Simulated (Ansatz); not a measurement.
# GeF₂: one species, many methods

One table from this session's results is given with a row withheld; the runs are named, their logs left out.

Computed with Ansatz 0.2.0, Gaussian basis. Level: functionals in def2-TZVPP, the program's frozen cores in correlated methods.

The runs, in order: LDA (SPW92), PBE-D4, revPBE-D4, BLYP-D4, r2SCAN-D4, B97M-V, PBE0-D4, B3LYP-D4, r2SCANh-D4, r2SCAN0-D4, HSE06-D4, BHLYP-D4, CAM-B3LYP-D4, LC-ωPBE, ωB97X-V, ωB97M-V, B2PLYP, PBE-QIDH; CCSD(T)/def2-SVP; CCSD(T)/def2-TZVPP; CCSD(T)/def2-QZVPP; extrapolation to the limit; RPA on PBE.

## Structure used throughout

All runs share one geometry, relaxed beforehand with PBE0-D4 in a triple-zeta def2 set.

SMILES `[F][Ge][F]`, 3 atoms, charge 0, spin multiplicity 1.

Atoms are counted from 1 here; the program's logs count them from 0.

Bond lengths: F1–Ge2 1.745 Å, Ge2–F3 1.745 Å. Angles: F1–Ge2–F3 97.2°.

Coordinates:

| atom | x (Å) | y (Å) | z (Å) |
| --- | --- | --- | --- |
| F1 | -0.67594 | -1.10176 | -0.49754 |
| Ge2 | 0.63748 | -0.29516 | 0.32023 |
| F3 | 0.02756 | 1.33212 | 0.16412 |

The first run:

File in.yaml:

```yaml
crystal:
  periodic: [false, false, false]
  atoms:
    - {symbol: F, position_ang: [-0.675937, -1.101756, -0.497544]}
    - {symbol: Ge, position_ang: [0.637480, -0.295161, 0.320228]}
    - {symbol: F, position_ang: [0.027556, 1.332116, 0.164116]}
basis:
  gaussian: {orbitals: def2-TZVPP}
hamiltonian: {xc: lda}
output: {orbitals: {seedname: orbitals}}
```

Among the steps run: LDA; PBE-D4 (GGA); revPBE-D4 (GGA); BLYP-D4 (GGA); r2SCAN-D4 (meta-GGA); B97M-V (meta-GGA); PBE0-D4 (hybrid); B3LYP-D4 (hybrid); r2SCANh-D4 (hybrid); r2SCAN0-D4 (hybrid); HSE06-D4 (hybrid); BHLYP-D4 (hybrid); CAM-B3LYP-D4 (range-separated); LC-ωPBE-D4 (range-separated; the results give it without D4); ωB97X-V (range-separated); ωB97M-V (range-separated); B2PLYP (double hybrid); PBE-QIDH (double hybrid).

One table of the session follows, with a row left open; its other results are not shown here.

It belongs to the step «Orbital energies across the functionals». 

```
  functional  HOMO (eV)  LUMO (eV)  gap (eV)
 LDA (SPW92)      -7.89      -3.61      4.28
      PBE-D4      -7.64      -3.34      4.29
   revPBE-D4      -7.55      -3.24      4.30
     BLYP-D4          ?          ?         ?
   r2SCAN-D4      -7.98      -3.31      4.68
      B97M-V      -7.91      -3.23      4.68
     PBE0-D4      -8.94      -2.58      6.36
    B3LYP-D4      -8.79      -2.85      5.94
  r2SCANh-D4      -8.46      -3.01      5.46
  r2SCAN0-D4      -9.18      -2.56      6.62
    HSE06-D4      -8.53      -2.95      5.57
    BHLYP-D4     -10.15      -1.79      8.36
CAM-B3LYP-D4     -10.36      -1.56      8.80
     LC-ωPBE     -11.58      -0.33     11.25
     ωB97X-V     -11.25      -0.44     10.81
     ωB97M-V     -11.19      -0.54     10.64
```

Q: Estimate the row for BLYP-D4 from the others.

Worked estimate for «HOMO (eV)». Against the share of exact exchange, B3LYP-D4 (0.2, -8.79), BHLYP-D4 (0.5, -10.15) give a slope of -4.53 per unit share; at 0 the line stands at -7.88.

The run gave: HOMO (eV): -7.57; LUMO (eV): -3.29; gap (eV): 4.28. In «HOMO (eV)» the line misses by -0.31.
